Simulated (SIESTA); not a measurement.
Slab: Ag, a slab with vacuum.

```
Ag
1.0
     2.88938    0.00000    0.00000
    -1.44469    2.50228    0.00000
     0.00000    0.00000   24.43667
Ag
5
Direct
  0.66667 0.33333 0.30692
  0.33333 0.66667 0.40346
  0.00000 0.00000 0.50000
  0.66667 0.33333 0.59654
  0.33333 0.66667 0.69308
```

The slab is cut from a database's or a generator's crystal, which needn't be the stable form of the element.

Program: SIESTA 5.4.2. Alike in all runs: task band structure; level PBE; no spin polarisation; cell as given; k mesh 11 × 11 × 1; smearing fermi-dirac 0.05 eV; grid cutoff 800 Ry; energy shift 0.003 Ry. Hardware: 1 thread of Arm Neoverse V2, on a shared host.

Task: Order these runs on this cell by their wall time, lowest first.
A. potentials or basis PseudoDojo 0.4 standard (PBE files), SZ (energy shift 0.003 Ry)
B. potentials or basis PseudoDojo 0.4 standard (PBE files), SZP (energy shift 0.003 Ry)
C. potentials or basis PseudoDojo 0.4 standard (PBE files), TZDP (energy shift 0.003 Ry; two zetas on semicore shells)

Result: A (24 s), B (62 s), C (140 s).

Caveats: the basis has no polarisation orbitals (some runs).
